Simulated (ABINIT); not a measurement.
# GaO3 (P-3m1) in ABINIT: single point with LDA-Teter

Aim: the single point of GaO3 with LDA-Teter.

Everything below comes from runs of ABINIT 10.8.3 (patched build). Logs are shortened: lines on timing, memory, paths and dates and some standing lists are left out, and cuts for length are marked. The log counts tension as positive stress, the text compression.

### 1 Starting point

Symmetry: P-3m1, No. 164, trigonal system. Conventional cell: a = 3.307 Å, b = 3.307 Å, c = 5.512 Å, α = 90.00°, β = 90.00°, γ = 120.00°. Ga (site symmetry -3m) is surrounded by 6 O at 2.03 Å. Around O (site symmetry 3m) lie 3 Ga at 2.03 Å. O (site symmetry -3m) has 2 Ga at 2.76 Å and 6 O at 2.81 Å as nearest neighbours.

The cell was built by a generator and needn't be a form met in nature.

### 2 Single point, LDA-Teter

File run.abi:

```
# Pseudopotentials
pp_dirpath "./"
pseudos "Ga.upf, O.upf"

# Structure
acell 3*1.0
rprim
     6.2486800298     0.0000000000     0.0000000000
    -3.1243400055     5.4115156341     0.0000000000
     0.0000000000     0.0000000000    10.4157221748
ntypat 2
znucl 31 8
natom 4
typat 1 2 2 2
xred
     0.0000000000     0.0000000000     0.5000000000
     0.3333333300     0.6666666700     0.6266448500
     0.6666666700     0.3333333300     0.3733551500
     0.0000000000     0.0000000000     0.0000000000

# Plane-wave basis
ecut 40.0

# k points
kptopt 1
ngkpt 7 7 4
nshiftk 1
shiftk 0.0 0.0 0.0

# Exchange and correlation
ixc 1

# Bands and occupations
nband 20
occopt 3
tsmear 0.00183747

# SCF cycle
nstep 100
tolvrs 1.0e-10

# Output
iomode 3
prtwf 0
prtden 0
prteig 0
prtebands 0
enunit 2
```

Potentials or basis: PseudoDojo NC SR LDA v0.4.1 standard.

Started as:

```console
> abinit run.abi > log 2>&1
```

run.abo:

```text
.Version 10.8.3 of ABINIT
 Symmetries : space group P-3 m 1 (#164); Bravais hP (primitive hexag.)
================================================================================
 Values of the parameters that define the memory need of the present run
     intxc =       0    ionmov =       0      iscf =       7    lmnmax =       6
     lnmax =       6     mgfft =      60  mpssoang =       3    mqgrid =    3001
     natom =       4  nloc_mem =       1    nspden =       1   nspinor =       1
    nsppol =       1      nsym =      12    n1xccc =    2501    ntypat =       2
    occopt =       3   xclevel =       1
       mpw =        4278          nfft =       77760          nkpt =          28
================================================================================
================================================================================

--------------------------------------------------------------------------------
------------- Echo of variables that govern the present computation ------------
--------------------------------------------------------------------------------
 -outvars: echo values of preprocessed input variables --------
            acell      1.0000000000E+00  1.0000000000E+00  1.0000000000E+00 Bohr
              amu      6.97230000E+01  1.59994000E+01
             ecut      4.00000000E+01 Hartree
           enunit           2
         kptrlatt        7    0    0      0    7    0      0    0    4
          kptrlen      4.16628887E+01
            natom           4
            nband          20
            ngfft          36      36      60
             nkpt          28
            nstep         100
             nsym          12
           ntypat           2
           occopt           3
           prtden           0
        prtebands           0
           prteig           0
            prtwf           0
            rprim      6.2486800298E+00  0.0000000000E+00  0.0000000000E+00
                      -3.1243400055E+00  5.4115156341E+00  0.0000000000E+00
                       0.0000000000E+00  0.0000000000E+00  1.0415722175E+01
          spgroup         164
           tolvrs      1.00000000E-10
           tsmear      1.83747000E-03 Hartree
            typat      1  2  2  2
           xangst      0.0000000000E+00  0.0000000000E+00  2.7558814031E+00
                       3.3161772426E-09  1.9091004987E+00  3.4539177770E+00
                       1.6533295355E+00  9.5455024936E-01  2.0578450293E+00
                       0.0000000000E+00  0.0000000000E+00 -6.1192859738E-16
            xcart      0.0000000000E+00  0.0000000000E+00  5.2078610874E+00
                       6.2666667735E-09  3.6076770894E+00  6.5269586599E+00
                       3.1243400180E+00  1.8038385447E+00  3.8887635149E+00
                       0.0000000000E+00  0.0000000000E+00 -1.1563774577E-15
             xred      0.0000000000E+00  0.0000000000E+00  5.0000000000E-01
                       3.3333333333E-01  6.6666666667E-01  6.2664485000E-01
                       6.6666666667E-01  3.3333333333E-01  3.7335515000E-01
                       0.0000000000E+00  0.0000000000E+00 -1.1102230246E-16
            znucl       31.00000    8.00000

================================================================================

 chkinp: Checking input parameters for consistency.

================================================================================
== DATASET  1 ==================================================================

--- !DatasetInfo
iteration_state: {dtset: 1, }
dimensions: {natom: 4, nkpt: 28, mband: 20, nsppol: 1, nspinor: 1, nspden: 1, mpw: 4278, }
cutoff_energies: {ecut:  40.0, pawecutdg:  -1.0, }
electrons: {nelect:   3.10000000E+01, charge:   0.00000000E+00, occopt:   3.00000000E+00, tsmear:   1.83747000E-03, }
meta: {optdriver: 0, ionmov: 0, optcell: 0, iscf: 7, paral_kgb: 0, }
...

 Exchange-correlation functional for the present dataset will be:
  LDA: new Teter (4/93) with spin-polarized option - ixc=1
  S. Goedecker, M. Teter, J. Huetter, PRB 54, 1703 (1996)

 Real(R)+Recip(G) space primitive vectors, cartesian coordinates (Bohr,Bohr^-1):
 R(1)=  6.2486800  0.0000000  0.0000000  G(1)=  0.1600338  0.0923956  0.0000000
 R(2)= -3.1243400  5.4115156  0.0000000  G(2)=  0.0000000  0.1847911  0.0000000
 R(3)=  0.0000000  0.0000000 10.4157222  G(3)=  0.0000000  0.0000000  0.0960087
 Unit cell volume ucvol=  3.5220587E+02 bohr^3
 Angles (23,13,12)=  9.00000000E+01  9.00000000E+01  1.20000000E+02 degrees

 getcut: wavevector=  0.0000  0.0000  0.0000  ngfft=  36  36  60
         ecut(hartree)=     40.000   => boxcut(ratio)=   2.02333

--- Pseudopotential description ------------------------------------------------
- pspini: atom type   1  psp file is ./Ga.upf
[... 61 lines left out ...]
- [  0.00000000E+00,   0.00000000E+00,   4.95686960E-04, ]
pressure_GPa:  -1.5047E+01
xred      :
- [  0.0000E+00,   0.0000E+00,   5.0000E-01, Ga]
- [  3.3333E-01,   6.6667E-01,   6.2664E-01,  O]
- [  6.6667E-01,   3.3333E-01,   3.7336E-01,  O]
- [  0.0000E+00,   0.0000E+00,  -1.1102E-16,  O]
cartesian_forces: # hartree/bohr
- [  4.41256185E-26,   5.09518754E-26,  -0.00000000E+00, ]
- [ -6.61884277E-26,  -1.14641720E-25,   2.56941809E-02, ]
- [ -2.20628092E-26,   1.27379689E-26,  -2.56941809E-02, ]
- [  4.41256185E-26,   5.09518754E-26,  -0.00000000E+00, ]
force_length_stats: {min:   6.74029956E-26, max:   2.56941809E-02, mean:   1.28470905E-02, }
...

 Integrated electronic density in atomic spheres:
 ------------------------------------------------
 Atom  Sphere_radius  Integrated_density
    1        2.00000         10.68972847
    2        2.00000          5.94843429
    3        2.00000          5.94843429
    4        2.00000          5.37663667
================================================================================

 ----iterations are completed or convergence reached----

 Mean square residual over all n,k,spin=   79.910E-09; max=  44.057E-06
 reduced coordinates (array xred) for    4 atoms
       0.000000000000      0.000000000000      0.500000000000
       0.333333333333      0.666666666667      0.626644850000
       0.666666666667      0.333333333333      0.373355150000
       0.000000000000      0.000000000000     -0.000000000000
 rms dE/dt=  1.0926E-01; max dE/dt=  2.6762E-01; dE/dt below (all hartree)
    1       0.000000000000      0.000000000000      0.000000000000
    2       0.000000000000      0.000000000000     -0.267623449920
    3       0.000000000000      0.000000000000      0.267623449920
    4       0.000000000000      0.000000000000      0.000000000000

 cartesian coordinates (angstrom) at end:
    1      0.00000000000000     0.00000000000000     2.75588140313097
    2      0.00000000331618     1.90910049871219     3.45391777696560
    3      1.65332953553387     0.95455024935609     2.05784502929635
    4      0.00000000000000     0.00000000000000    -0.00000000000000

 cartesian forces (hartree/bohr) at end:
    1      0.00000000000000     0.00000000000000    -0.00000000000000
    2     -0.00000000000000    -0.00000000000000     0.02569418091500
    3     -0.00000000000000     0.00000000000000    -0.02569418091500
    4      0.00000000000000     0.00000000000000    -0.00000000000000
 frms,max,avg= 1.0489605E-02 2.5694181E-02   0.000E+00  0.000E+00  0.000E+00 h/b

 cartesian forces (eV/Angstrom) at end:
    1      0.00000000000000     0.00000000000000    -0.00000000000000
    2     -0.00000000000000    -0.00000000000000     1.32124790565607
    3     -0.00000000000000     0.00000000000000    -1.32124790565607
    4      0.00000000000000     0.00000000000000    -0.00000000000000
 frms,max,avg= 5.3939720E-01 1.3212479E+00   0.000E+00  0.000E+00  0.000E+00 e/A
 length scales=  1.000000000000  1.000000000000  1.000000000000 bohr
              =  0.529177210544  0.529177210544  0.529177210544 angstroms
 Fermi (or HOMO) energy (hartree) =  -0.01609   Average Vxc (hartree)=  -0.38657
 Eigenvalues (hartree) for nkpt=  28  k points:
 kpt#   1, nband= 20, wtk=  0.00510, kpt=  0.0000  0.0000  0.0000 (reduced coord)
  -0.70319   -0.58695   -0.57548   -0.51181   -0.51181   -0.50022   -0.50022   -0.49552
  -0.10704   -0.10628   -0.09027   -0.09027   -0.07788   -0.07788   -0.01287   -0.01287
  -0.00781    0.09419    0.27535    0.37351
      occupation numbers for kpt#   1
   2.00000    2.00000    2.00000    2.00000    2.00000    2.00000    2.00000    2.00000
   2.00000    2.00000    2.00000    2.00000    2.00000    2.00000    0.29607    0.29607
   0.02184    0.00000    0.00000    0.00000
 prteigrs : prtvol=0 or 1, do not print more k-points.

 Fermi (or HOMO) energy (eV) =  -0.43774   Average Vxc (eV)= -10.51899
 Eigenvalues (   eV  ) for nkpt=  28  k points:
 kpt#   1, nband= 20, wtk=  0.00510, kpt=  0.0000  0.0000  0.0000 (reduced coord)
 -19.13489  -15.97182  -15.65954  -13.92692  -13.92692  -13.61172  -13.61172  -13.48374
  -2.91268   -2.89213   -2.45648   -2.45648   -2.11929   -2.11929   -0.35024   -0.35024
  -0.21243    2.56307    7.49269   10.16372
 prteigrs : prtvol=0 or 1, do not print more k-points.

--- !EnergyTerms
iteration_state     : {dtset: 1, }
comment             : Components of total free energy in Hartree
kinetic             :  9.51051772413843E+01
hartree             :  4.51488133059339E+01
xc                  : -3.25254826433650E+01
Ewald energy        : -6.83835214712627E+01
psp_core            :  3.82085694126026E+00
local_psp           : -1.22802485392035E+02
non_local_psp       : -4.59497095199185E+01
internal            : -1.25586351538002E+02
'-kT*entropy'       : -3.21311177659925E-03
total_energy        : -1.25589564649779E+02
total_energy_eV     : -3.41746615214974E+03
band_energy         : -1.01714973598030E+01
...

 Cartesian components of stress tensor (hartree/bohr^3)
  sigma(1 1)=  5.19316711E-04  sigma(3 2)=  0.00000000E+00
  sigma(2 2)=  5.19316761E-04  sigma(3 1)=  0.00000000E+00
  sigma(3 3)=  4.95686960E-04  sigma(2 1)= -1.97460717E-11

-Cartesian components of stress tensor (GPa)         [Pressure= -1.5047E+01 GPa]
- sigma(1 1)=  1.52788251E+01  sigma(3 2)=  0.00000000E+00
- sigma(2 2)=  1.52788266E+01  sigma(3 1)=  0.00000000E+00
- sigma(3 3)=  1.45836138E+01  sigma(2 1)= -5.80949487E-07

== END DATASET(S) ==============================================================
================================================================================

 -outvars: echo values of variables after computation  --------
            acell      1.0000000000E+00  1.0000000000E+00  1.0000000000E+00 Bohr
           etotal     -1.2558956465E+02
            fcart      4.4125618456E-26  5.0951875423E-26 -0.0000000000E+00
                      -6.6188427685E-26 -1.1464171976E-25  2.5694180915E-02
                      -2.2062809228E-26  1.2737968913E-26 -2.5694180915E-02
                       4.4125618456E-26  5.0951875423E-26 -0.0000000000E+00
            rprim      6.2486800298E+00  0.0000000000E+00  0.0000000000E+00
                      -3.1243400055E+00  5.4115156341E+00  0.0000000000E+00
                       0.0000000000E+00  0.0000000000E+00  1.0415722175E+01
           strten      5.1931671100E-04  5.1931676069E-04  4.9568695962E-04
                       0.0000000000E+00  0.0000000000E+00 -1.9746071698E-11
           xangst      0.0000000000E+00  0.0000000000E+00  2.7558814031E+00
                       3.3161772426E-09  1.9091004987E+00  3.4539177770E+00
                       1.6533295355E+00  9.5455024936E-01  2.0578450293E+00
                       0.0000000000E+00  0.0000000000E+00 -6.1192859738E-16
             xred      0.0000000000E+00  0.0000000000E+00  5.0000000000E-01
                       3.3333333333E-01  6.6666666667E-01  6.2664485000E-01
                       6.6666666667E-01  3.3333333333E-01  3.7335515000E-01
                       0.0000000000E+00  0.0000000000E+00 -1.1102230246E-16
 Calculation completed.
```

Wall time 74 s (1 thread of Intel Xeon 6975P-C (Granite Rapids), shared host); peak memory 0.1 GiB.

Results:

| Property | Result |
| --- | --- |
| Free energy | -3417.4662 eV |
| Pressure | -15.0 GPa |
| Largest force | 1.321 eV/Å |
| Band gap on the k mesh | none (metal or under the smearing width) |
| Valence electrons inside the program's atomic spheres | Ga 10.69; O 5.95, 5.38 |

Forces on the atoms (eV/Å):
```
Ga   0.000  0.000  0.000
O    0.000  0.000  1.321
O    0.000  0.000 -1.321
O    0.000  0.000  0.000
```

Caveat: so large a pressure means that the cell lies far from this level's equilibrium, or that cutoff or potentials fall short; an odd number of electrons without spin polarisation forces a metal; a magnetic or distorted state may lie lower.
